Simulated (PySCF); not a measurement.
**WHOH: relaxation and vibrations of the singlet**

The task is one start of a wider search on WHOH: the singlet, from a linear start. It is relaxed, tested by its Hessian and followed downhill if it is a saddle.

Program: PySCF 2.14.0. Level of theory: PBE0, basis W def2-TZVP with ECP60, H def2-TZVP, O def2-TZVP, scalar-relativistic core potentials, no spin–orbit coupling, density fitting. These are calculated values, not measurements.

**1. The system as given**

4 atoms, charge 0, spin multiplicity 1.

Bond lengths: W1–H2 1.690 Å, W1–O3 2.000 Å, O3–H4 0.960 Å. Angles: H2–W1–O3 180.0°, W1–O3–H4 130.0°.

Coordinates in bohr (charge 0 multiplicity 1):
```
W     0.0000    0.0000    0.0000
H     0.0000    0.0000    3.1936
O     0.0000    0.0000   -3.7795
H     1.3897    0.0000   -4.9456
```

**2. First SCF at the start**

The steps below are one call of a driver around PySCF. For each, scf.py gives the equivalent set-up of the SCF; relaxations use the driver's own optimiser. After this first run the driver tries any further starts and a stability analysis.

The input, scf.py:

```python
from pyscf import gto, scf, dft
mol = gto.M(atom='''
W      0.000000     0.000000     0.000000
H      0.000000     0.000000     1.690000
O      0.000000     0.000000    -2.000000
H      0.735400     0.000000    -2.617100''',
    basis={'W': 'def2-TZVP', 'H': 'def2-TZVP', 'O': 'def2-TZVP'},
    ecp={'W': 'def2-TZVP'},
    charge=0, spin=0)
mf = dft.RKS(mol, xc='PBE0')
mf.grids.atom_grid = (50, 194)
aux = {'W': 'def2-universal-JKFIT', 'H': 'def2-universal-JKFIT', 'O': 'def2-universal-JKFIT'}
mf = mf.density_fit(auxbasis=aux)
mf.conv_tol = 1e-08
mf.diis_space = 10
mf.max_cycle = 60
mf.init_guess = 'minao'
mf.verbose = 4
mf.kernel()
```

Run with:

```
$ OMP_NUM_THREADS=2 python axn.py task.json out
```

Output:

```text
init E= -124.627918692704
cycle= 1 E= -143.03107790094  delta_E= -18.4  |g|= 1.03  |ddm|= 7.02
  HOMO = -0.250643161904924  LUMO = -0.24219629148085  gap/eV = 0.22985
cycle= 2 E= -138.462491970543  delta_E= 4.57  |g|= 3.75  |ddm|= 2.59
  HOMO = -0.16314967049593  LUMO = -0.11444474832769  gap/eV = 1.32533
cycle= 3 E= -143.223502369166  delta_E= -4.76  |g|= 0.359  |ddm|= 2.39
  HOMO = -0.243250723005093  LUMO = -0.172679835551251  gap/eV = 1.92033
cycle= 4 E= -143.272774905079  delta_E= -0.0493  |g|= 0.122  |ddm|= 0.686
  HOMO = -0.225880322645368  LUMO = -0.138070076205984  gap/eV = 2.38944
cycle= 5 E= -143.279859400307  delta_E= -0.00708  |g|= 0.0714  |ddm|= 0.246
  HOMO = -0.22995522800099  LUMO = -0.138509159190524  gap/eV = 2.48837
cycle= 6 E= -143.282604745117  delta_E= -0.00275  |g|= 0.032  |ddm|= 0.101
  HOMO = -0.22868428192978  LUMO = -0.131660357716211  gap/eV = 2.64016
cycle= 7 E= -143.284545717812  delta_E= -0.00194  |g|= 0.0207  |ddm|= 0.114
  HOMO = -0.231001471826305  LUMO = -0.125738508509549  gap/eV = 2.86435
cycle= 8 E= -143.286436236575  delta_E= -0.00189  |g|= 0.00937  |ddm|= 0.191
  HOMO = -0.230441291913112  LUMO = -0.125801659309225  gap/eV = 2.84739
cycle= 9 E= -143.286646379301  delta_E= -0.00021  |g|= 0.00415  |ddm|= 0.0461
  HOMO = -0.229525850553812  LUMO = -0.124964510917308  gap/eV = 2.84526
cycle= 10 E= -143.286753034876  delta_E= -0.000107  |g|= 0.00243  |ddm|= 0.0542
  HOMO = -0.229607879912619  LUMO = -0.124905596906251  gap/eV = 2.84909
cycle= 11 E= -143.286759022759  delta_E= -5.99e-06  |g|= 0.000461  |ddm|= 0.0121
  HOMO = -0.229509497893008  LUMO = -0.124879147642772  gap/eV = 2.84714
cycle= 12 E= -143.286759332446  delta_E= -3.1e-07  |g|= 0.000197  |ddm|= 0.00259
  HOMO = -0.229500368384682  LUMO = -0.124879018694078  gap/eV = 2.84689
cycle= 13 E= -143.286759420203  delta_E= -8.78e-08  |g|= 8.36e-05  |ddm|= 0.00116
  HOMO = -0.229503870408875  LUMO = -0.124892579428023  gap/eV = 2.84662
cycle= 14 E= -143.286759469064  delta_E= -4.89e-08  |g|= 4.97e-05  |ddm|= 0.00101
  HOMO = -0.229509550800496  LUMO = -0.124890989471166  gap/eV = 2.84682
cycle= 15 E= -143.286759501107  delta_E= -3.2e-08  |g|= 1.84e-05  |ddm|= 0.00147
  HOMO = -0.229504098415554  LUMO = -0.124893661328641  gap/eV = 2.84659
cycle= 16 E= -143.286759501726  delta_E= -6.18e-10  |g|= 7.68e-06  |ddm|= 0.000171
  HOMO = -0.229506659944593  LUMO = -0.124894555555482  gap/eV = 2.84664
Extra cycle  E= -143.286759501762  delta_E= -3.63e-11  |g|= 6.2e-06  |ddm|= 2.06e-05
converged SCF energy = -143.286759501762
```

This step, with its further starts and checks, took 6.7 s on 2 threads of Arm Neoverse V2, shared host.

Energies from each starting density:

```tsv
start	energy (Eh)
the minimal-basis guess	-143.286760
a thermally smeared density	-143.286743
a smeared PBE density	-143.286760
```

No lower closed-shell solution turned up from the other starts or in the test of internal stability.

**3. Relaxation: linear start, singlet**

The program finds Cs symmetry in the start, which this walk keeps. The walk stops when the largest gradient is under 0.0003 Eh/bohr and the energy has settled too.

scf.py, as its differences from that of step 2:

```diff
@@ -3,4 +3,4 @@
-W      0.000000     0.000000     0.000000
-H      0.000000     0.000000     1.690000
-O      0.000000     0.000000    -2.000000
-H      0.735400     0.000000    -2.617100''',
+W     -0.003670     0.000000     0.163022
+H     -0.003670     0.000000     1.853022
+O     -0.003670     0.000000    -1.836978
+H      0.731730     0.000000    -2.454078''',
@@ -17 +16,0 @@
-mf.init_guess = 'minao'
```

Energy and gradient, step by step:

```tsv
step	energy (Eh)	change (kJ/mol)	largest symmetric gradient (Eh/bohr)
0	-143.286760	0.00	0.08333
1	-143.300396	-35.80	0.03808
2	-143.311459	-64.85	0.05993
3	-143.315198	-74.66	0.02138
4	-143.316981	-79.35	0.01590
5	-143.319484	-85.92	0.01175
6	-143.320286	-88.02	0.00898
7	-143.321148	-90.29	0.01364
8	-143.321472	-91.14	0.01040
9	-143.321717	-91.78	0.00276
10	-143.321741	-91.84	0.00543
11	-143.321773	-91.93	0.00020
12	-143.321775	-91.93	0.00014
```

The walk took 18 s.

Positions (Å) and forces (eV/Å) along the way:

```
step 0
W   -0.004   0.000   0.163  -0.911   0.000  -4.285
H   -0.004   0.000   1.853   0.411   0.000   1.433
O   -0.004   0.000  -1.837   0.697   0.000   3.104
H    0.732   0.000  -2.454  -0.197   0.000  -0.253
step 1
W   -0.052   0.000   0.109  -1.253   0.000  -1.958
H    0.024   0.000   1.848   0.582   0.000   0.697
O    0.021   0.000  -1.787   1.141   0.000   1.399
H    0.728   0.000  -2.444  -0.470   0.000  -0.139
step 6
W   -0.414   0.000   0.070   0.185   0.000  -0.462
H    0.238   0.000   1.676   0.053   0.000   0.038
O    0.096   0.000  -1.684  -0.369   0.000   0.170
H    0.801   0.000  -2.336   0.131   0.000   0.254
step 12
W   -0.472   0.000   0.040   0.001   0.000   0.000
H    0.316   0.000   1.578   0.000   0.000  -0.004
O    0.016   0.000  -1.718   0.006   0.000  -0.002
H    0.862   0.000  -2.174  -0.007   0.000   0.006
```

It settles in Cs symmetry, 91.9 kJ/mol below the start, after 12 steps: O–H 0.961 Å, W–H 1.728 Å, W–O 1.824 Å; H–O–W 133.9°, H–W–O 137.3°.

**4. Is it a minimum? Harmonic modes**

On the finer grid the gradient is checked again; gradients at displacements of ±0.02 bohr then give force constants and infrared intensities.

scf.py, as its differences from that of step 3:

```diff
@@ -3,4 +3,4 @@
-W     -0.003670     0.000000     0.163022
-H     -0.003670     0.000000     1.853022
-O     -0.003670     0.000000    -1.836978
-H      0.731730     0.000000    -2.454078''',
+W     -0.049456     0.000000     0.142461
+H      0.739027     0.000000     1.680252
+O      0.439129     0.000000    -1.614671
+H      1.284669     0.000000    -2.070968''',
@@ -11 +11 @@
-mf.grids.atom_grid = (50, 194)
+mf.grids.atom_grid = (75, 302)
@@ -14 +14 @@
-mf.conv_tol = 1e-08
+mf.conv_tol = 1e-10
```

This SCF starts from the last density.

Log of the central SCF (cycles and frontier levels):

```text
init E= -143.321781361901
  HOMO = -0.195044182313568  LUMO = -0.0992944704129695  gap/eV = 2.60548
cycle= 1 E= -143.321781361899  delta_E= 1.76e-12  |g|= 2.95e-06  |ddm|= 7.67e-06
  HOMO = -0.195045152518286  LUMO = -0.099295487110623  gap/eV = 2.60548
Extra cycle  E= -143.321781361905  delta_E= -5.51e-12  |g|= 3.95e-06  |ddm|= 7.66e-06
converged SCF energy = -143.321781361905
```

The whole step took 40 s.

Geometry: Cs; O–H 0.961 Å, W–H 1.728 Å, W–O 1.824 Å; H–O–W 133.9°, H–W–O 137.3°.

Modes, for the most abundant isotopes:

```tsv
symmetry	ω (cm⁻¹)	IR (km/mol)
a'	475	136
a''	604	108
a'	724	71.0
a'	799	38.3
a'	1960	143
a'	3868	211
```

All wavenumbers are real: a minimum.

Constants and moments:

* Dipole moment: 1.37 D
* Highest occupied level: -5.31 eV
* Lowest empty level: -2.70 eV
* Rotational constants: 9.117, 0.2984, 0.2889 cm⁻¹
* Zero-point energy: 50.4 kJ/mol
* Principal polarisabilities: 53.3, 62.8, 65.7 bohr³
* Atomisation energy without zero-point energy: 1027 kJ/mol
* Principal traceless quadrupole moments about the centre of mass: -6.38, -3.05, 9.44 D Å
* Entropy at 298.15 K and 1 bar: 266.7 J/(mol K)
* Heat capacity Cp at 298.15 K: 49.1 J/(mol K)
* Enthalpy at 298.15 K above 0 K: 11.45 kJ/mol
* Rotational symmetry number: 1

Charges (e) and bond orders:

| atom | Mulliken | Löwdin | polar tensor | Mayer order to W1 |
| --- | --- | --- | --- | --- |
| W1 | 0.33 | 0.26 | 0.56 | – |
| H2 | -0.12 | -0.18 | -0.20 | 0.98 |
| O3 | -0.58 | -0.26 | -0.71 | 1.31 |
| H4 | 0.36 | 0.17 | 0.34 | 0.00 |

Outer orbital energies (eV). occupied: -44.57, -28.48, -15.59, -11.33, -11.07, -9.20, -5.77, -5.31; empty: -2.70, -2.33, -1.69, -0.27.

Mulliken populations on W1 (outside its core potential): s 3.41, p 6.22, d 3.99, f 0.04.

**5. The broken-symmetry singlet**

A stability analysis found the closed shell of the lowest minimum unstable towards spin polarisation, so the unrestricted solution is followed.

The program finds Cs symmetry in the start, which may break. Threshold on the gradient: 0.0003 Eh/bohr, with a further test on the energy change.

scf.py, as its differences from that of step 4:

```diff
@@ -3,4 +3,4 @@
-W     -0.049456     0.000000     0.142461
-H      0.739027     0.000000     1.680252
-O      0.439129     0.000000    -1.614671
-H      1.284669     0.000000    -2.070968''',
+W     -0.049287     0.000000     0.142533
+H      0.739196     0.000000     1.680324
+O      0.439298     0.000000    -1.614600
+H      1.284838     0.000000    -2.070896''',
@@ -10,2 +10,2 @@
-mf = dft.RKS(mol, xc='PBE0')
-mf.grids.atom_grid = (75, 302)
+mf = dft.UKS(mol, xc='PBE0')
+mf.grids.atom_grid = (50, 194)
@@ -14 +14 @@
-mf.conv_tol = 1e-10
+mf.conv_tol = 1e-08
```

Energy and gradient, step by step:

```tsv
step	energy (Eh)	change (kJ/mol)	largest gradient (Eh/bohr)
0	-143.349342	0.00	0.00794
1	-143.349851	-1.34	0.00363
2	-143.350307	-2.53	0.00296
3	-143.350334	-2.60	0.00303
4	-143.350427	-2.85	0.00205
5	-143.350505	-3.05	0.00228
6	-143.350527	-3.11	0.00151
7	-143.350539	-3.14	0.00053
8	-143.350540	-3.15	0.00016
```

The walk took 23 s.

Positions (Å) and forces (eV/Å) along the way:

```
step 0
W   -0.049   0.000   0.143  -0.408   0.001   0.339
H    0.739   0.000   1.680   0.156   0.000  -0.153
O    0.439   0.000  -1.615   0.268   0.000  -0.201
H    1.285   0.000  -2.071  -0.016   0.000   0.015
step 1
W   -0.075   0.000   0.145  -0.186  -0.001   0.171
H    0.755   0.000   1.659   0.072   0.001  -0.165
O    0.442  -0.001  -1.611   0.060   0.002  -0.034
H    1.292   0.000  -2.056   0.054  -0.001   0.029
step 4
W   -0.135   0.003   0.146   0.105  -0.009   0.007
H    0.800  -0.001   1.582  -0.038   0.004  -0.042
O    0.436  -0.005  -1.600  -0.081   0.011  -0.056
H    1.313   0.003  -1.991   0.014  -0.006   0.092
step 8
W   -0.142   0.000   0.140  -0.005   0.000  -0.009
H    0.816   0.000   1.552   0.004   0.000   0.007
O    0.419   0.000  -1.612  -0.003   0.000   0.004
H    1.321   0.000  -1.943   0.005   0.000  -0.002
```

End point (Cs, 8 steps, 3.1 kJ/mol gained): O–H 0.961 Å, W–H 1.707 Å, W–O 1.839 Å; H–O–W 128.0°, H–W–O 128.1°.

**6. Frequencies**

As before: finer grid, then central differences.

scf.py, as its differences from that of step 5:

```diff
@@ -3,4 +3,4 @@
-W     -0.049287     0.000000     0.142533
-H      0.739196     0.000000     1.680324
-O      0.439298     0.000000    -1.614600
-H      1.284838     0.000000    -2.070896''',
+W     -0.056541    -0.000015     0.141886
+H      0.901752     0.000378     1.555256
+O      0.505156     0.000119    -1.609482
+H      1.406958     0.000427    -1.941212''',
@@ -11 +11 @@
-mf.grids.atom_grid = (50, 194)
+mf.grids.atom_grid = (75, 302)
@@ -14 +14 @@
-mf.conv_tol = 1e-08
+mf.conv_tol = 1e-10
```

Log of the central SCF (cycles and frontier levels):

```text
init E= -143.350538782479
[... the frontier-level lines of each cycle are left out ...]
cycle= 1 E= -143.350538782517  delta_E= -3.78e-11  |g|= 1.92e-06  |ddm|= 1.12e-05
Extra cycle  E= -143.350538782543  delta_E= -2.63e-11  |g|= 2.04e-06  |ddm|= 1.06e-05
converged SCF energy = -143.350538782543  <S^2> = 1.430807  2S+1 = 2.5929188
```

The whole step took 85 s on 2 threads of Arm Neoverse V2, shared host.

Geometry: Cs; O–H 0.961 Å, W–H 1.708 Å, W–O 1.839 Å; H–O–W 128.0°, H–W–O 128.1°.

Modes, for the most abundant isotopes:

```json
{"ω (cm⁻¹)": "413", "IR (km/mol)": "81.6", "μ (u)": "1.13"}
{"ω (cm⁻¹)": "448", "IR (km/mol)": "98.5", "μ (u)": "1.04"}
{"ω (cm⁻¹)": "697", "IR (km/mol)": "122", "μ (u)": "2.95"}
{"ω (cm⁻¹)": "732", "IR (km/mol)": "27.5", "μ (u)": "1.57"}
{"ω (cm⁻¹)": "1980", "IR (km/mol)": "135", "μ (u)": "1.01"}
{"ω (cm⁻¹)": "3875", "IR (km/mol)": "215", "μ (u)": "1.07"}
```

Every mode is real; the point is a minimum.

The SCF density has lower symmetry than the nuclear frame, so the modes carry no labels.

Properties at this point:

* Dipole moment: 0.93 D
* Highest occupied level: -5.60 eV
* Lowest empty level: -1.99 eV
* Rotational constants: 7.093, 0.2985, 0.2864 cm⁻¹
* Zero-point energy: 48.7 kJ/mol
* Principal polarisabilities: 55.0, 62.9, 63.0 bohr³
* Atomisation energy without zero-point energy: 1102 kJ/mol
* Principal traceless quadrupole moments about the centre of mass: -5.78, -3.80, 9.58 D Å
* Entropy at 298.15 K and 1 bar: 270.5 J/(mol K)
* Heat capacity Cp at 298.15 K: 51.8 J/(mol K)
* Enthalpy at 298.15 K above 0 K: 11.96 kJ/mol
* Rotational symmetry number: 1
* Spin squared ⟨S²⟩: 1.431

Charges (e) and bond orders:

| atom | Mulliken | Löwdin | polar tensor | spin (Mulliken) | Mayer order to W1 |
| --- | --- | --- | --- | --- | --- |
| W1 | 0.34 | 0.25 | 0.60 | 0.00 | – |
| H2 | -0.10 | -0.15 | -0.21 | 0.00 | 0.99 |
| O3 | -0.59 | -0.27 | -0.72 | 0.00 | 1.24 |
| H4 | 0.36 | 0.17 | 0.33 | 0.00 | 0.01 |

Outer orbital energies (eV). α occupied: -44.12, -28.21, -15.13, -11.14, -10.75, -9.10, -5.93, -5.60; empty: -1.99, -1.70, -1.51, -0.41. β occupied: -44.12, -28.21, -15.13, -11.14, -10.75, -9.10, -5.93, -5.60; empty: -1.99, -1.70, -1.51, -0.41.

Mulliken populations on W1 (outside its core potential): s 3.28, p 6.24, d 4.11, f 0.04.

**7. The points found, side by side**

| spin | group | bonds | imaginary modes (cm⁻¹) | ΔE (kJ/mol) | with zero-point energy |
| --- | --- | --- | --- | --- | --- |
| broken-symmetry (Ms = 0) | Cs (density of lower symmetry) | O–H 0.961 Å, W–H 1.708 Å, W–O 1.839 Å | none | 0.0 | 0.0 |
| singlet | Cs | O–H 0.961 Å, W–H 1.728 Å, W–O 1.824 Å | none | 75.5 | 77.2 |

**8. Summary of results**

```
                                          quantity                                                              value
                                           minimum                                       broken-symmetry (Ms = 0), Cs
                                          geometry  O–H 0.961 Å, W–H 1.708 Å, W–O 1.839 Å; H–O–W 128.0°, H–W–O 128.1°
                                wavenumbers (cm⁻¹)                                     413, 448, 697, 732, 1980, 3875
                                     dipole moment                                                             0.93 D
highest occupied, lowest empty level (either spin)                                                    -5.60, -1.99 eV
                         polar-tensor charge of W1                                                            +0.60 e
                                 zero-point energy                                                        48.7 kJ/mol
                               entropy at 298.15 K                                                    270.5 J/(mol K)
         atomisation energy (no zero-point energy)                                                        1102 kJ/mol
                                              ⟨S²⟩                                                              1.431
```

**Reading.** The molecule stays Cs, as typed, and the end point is a minimum. The determinant is spin-contaminated (⟨S²⟩ = 1.43 against 0.00), so it is no pure spin state. The strongest infrared band lies at 3875 cm⁻¹. Only this shape and spin were tried, so other structures or states may lie lower. The SCF density has lower symmetry than the nuclear frame. With an element this heavy the missing spin–orbit coupling can shift these numbers.

The search up to here took 3 min.
